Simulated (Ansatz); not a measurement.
# CCSD(T)/def2-SVPD run of AlBNH4F (SMILES [NH2][AlH][BH]F)

What is the energy change on altering one bond length of AlBNH4F at CCSD(T)/def2-SVPD? 

Program for the calculation: Ansatz 0.2.0.

92 further runs of the same task are left out: 92 set aside as unsound or not needed.

### 1 The structure to begin with

AlBNH4F has 8 atoms, charge 0, and is taken as a singlet. SMILES: `[NH2][AlH][BH]F`. Geometry: relaxed at PBE0-D4/def2-TZVP. This is one conformer, not always the lowest.

Bond lengths: N1–Al2 1.770 Å, Al2–B3 2.169 Å, B3–F4 1.330 Å, N1–H5 1.008 Å, N1–H6 1.008 Å, Al2–H7 1.590 Å, B3–H8 1.208 Å. Angles: N1–Al2–B3 116.8°, Al2–B3–F4 118.5°, N1–Al2–H7 116.9°, B3–Al2–H7 126.3°, Al2–N1–H5 125.6°, Al2–N1–H6 124.3°, Al2–B3–H8 127.4°, F4–B3–H8 114.1°, H5–N1–H6 110.2°.

### 2 A single-point energy at CCSD(T)/def2-SVPD

input.yaml

```yaml
crystal:
  periodic: [false, false, false]
  atoms:
    - symbol: "N"
      position_ang: [-1.034900, 1.238000, 0.178100]
    - symbol: Al
      position_ang: [0.358400, 0.247200, 0.637000]
    - symbol: B
      position_ang: [0.824000, -1.438600, -0.645900]
    - symbol: F
      position_ang: [0.022100, -1.693000, -1.675500]
    - symbol: H
      position_ang: [-1.365500, 2.050100, 0.674400]
    - symbol: H
      position_ang: [-1.614500, 1.063500, -0.627700]
    - symbol: H
      position_ang: [1.149400, 0.679500, 1.946200]
    - symbol: H
      position_ang: [1.753200, -2.203800, -0.542400]
basis:
  gaussian: {orbitals: def2-SVPD}
scf: {omitted_lower_state_checks: [cluster_reference, increment]}
correlation: {method: ccsd_t, frozen_orbitals: {Al: 5, B: 1, F: 1, H: 0, "N": 1}}
accuracy: high
```

Started as:

```bash
$ ansatz run input.yaml --threads 1 --pin off --max-ram 3480MiB --events-out events.jsonl --progress --plain --runs-dir runs
```

The program printed, shortened:

```text
Warning: RAYON_NUM_THREADS=1 ignored (pool sized by the plan → 1); use --threads N
Functional definition: HF
  name "HF"
[...]
2418 factors; integrals over basis functions are off by at most 3.3e-9 eV
[...]
mean field -11501.51019161 eV, -422.6727035380 hartree, gradient 3.0e-8 eV, S^2 0.000000; 0 other end points of the search recorded, 0 dependent functions left out
8 core orbitals not correlated: weight in the atoms' cores, before any rotation towards them, 1.000 or more for the frozen orbitals, at most 0.000 for the correlated occupied ones
reference -11501.51019161 eV, -422.6727035380 hartree; 11, 11 occupied and 100, 100 virtual orbitals, 2418 factors
second order -14.28886546 eV of doubles, -0.00000000 eV of singles
cycle   1  -14.75243851 eV  change   -4.6e-1 eV  update   1.0e-1
[...]
cycle  23  -15.26631701 eV  change  -3.6e-10 eV  update   1.4e-9
perturbative correction -0.41416555 eV, -0.0152203032 hartree
Total energy: -11517.19067417 eV, -423.2489506436 hartree
Checks for a lower state left out: cluster_reference, increment
```

It took 56 s on 1 thread of Arm Neoverse V1, shared host; peak memory 1.1 GiB.

### 3 The distorted shape at the same level

molecule.yaml

```yaml
crystal:
  periodic: [false, false, false]
  atoms:
    - {symbol: "N", position_ang: [-1.778266, 1.850165, 0.095299]}
    - {symbol: Al, position_ang: [-0.384966, 0.859365, 0.554199]}
    - {symbol: B, position_ang: [0.080634, -0.826435, -0.728701]}
    - {symbol: F, position_ang: [-0.721266, -1.080835, -1.758301]}
    - {symbol: H, position_ang: [-2.108866, 2.662265, 0.591599]}
    - {symbol: H, position_ang: [-2.357866, 1.675665, -0.710501]}
    - {symbol: H, position_ang: [0.406034, 1.291665, 1.863399]}
    - {symbol: H, position_ang: [1.753200, -2.203800, -0.542400]}
basis:
  gaussian: {orbitals: def2-SVPD}
correlation: {method: ccsd_t, frozen_orbitals: {Al: 5, B: 1, F: 1, H: 0, "N": 1}}
accuracy: high
scf: {omitted_lower_state_checks: [cluster_reference, increment]}
```

Started as:

```bash
$ ansatz run molecule.yaml --threads 1 --pin off --max-ram 3480MiB --events-out events.jsonl --progress --plain --runs-dir runs
```

The program printed, shortened:

```text
Warning: RAYON_NUM_THREADS=1 ignored (pool sized by the plan → 1); use --threads N
[... 2 set-up lines as earlier in the session ...]
[...]
2441 factors; integrals over basis functions are off by at most 3.0e-9 eV
[...]
mean field -11498.27503390 eV, -422.5538136852 hartree, gradient 4.6e-9 eV, S^2 0.000000; 0 other end points of the search recorded, 0 dependent functions left out; unrestricted orbitals would lower it
8 core orbitals not correlated: weight in the atoms' cores, before any rotation towards them, 1.000 or more for the frozen orbitals, at most 0.000 for the correlated occupied ones
reference -11498.27503390 eV, -422.5538136852 hartree; 11, 11 occupied and 100, 100 virtual orbitals, 2441 factors
second order -14.52463153 eV of doubles, -0.00000000 eV of singles
cycle   1  -15.00918497 eV  change   -4.8e-1 eV  update   1.2e-1
[...]
cycle  27  -15.69925688 eV  change    1.0e-9 eV  update   1.9e-9
perturbative correction -0.49911766 eV, -0.0183422356 hartree
Total energy: -11514.47340844 eV, -423.1490929697 hartree
Checks for a lower state left out: cluster_reference, increment
```

Run time: 62 s. Hardware: 1 thread of Arm Neoverse V1, shared host; peak memory 1.1 GiB.

### 4 Summary of results

Level: CCSD(T)/def2-SVPD, 8 core orbitals frozen.

| quantity | value |
| --- | --- |
| first shape: total energy | -423.24895 Eh |
| first shape: correlation energy (8 core orbitals frozen) | -576.2 mEh |
| first shape: (T) correction | -15.22 mEh |
| first shape: T1 diagnostic | 0.016 |
| distorted shape: total energy | -423.14909 Eh |
| distorted shape: correlation energy (8 core orbitals frozen) | -595.3 mEh |
| distorted shape: (T) correction | -18.34 mEh |
| distorted shape: T1 diagnostic | 0.021 |
| energy change with the B3–H8 bond stretched from 1.208 to 2.175 Å | 2.717 eV |

In words: With the B3–H8 bond stretched from 1.208 to 2.175 Å the energy rises by 2.72 eV (262 kJ/mol). The first shape isn't relaxed at this level, so the change isn't measured from a minimum. The triples (first shape) make up 2.6 % of the correlation energy. The T1 diagnostic (distorted shape) of 0.021 is above the customary mark for such species, so a single reference may not serve. The restricted solution (distorted shape) is unstable to spin breaking: an unrestricted one lies lower. The triples (distorted shape) make up 3.1 % of the correlation energy.
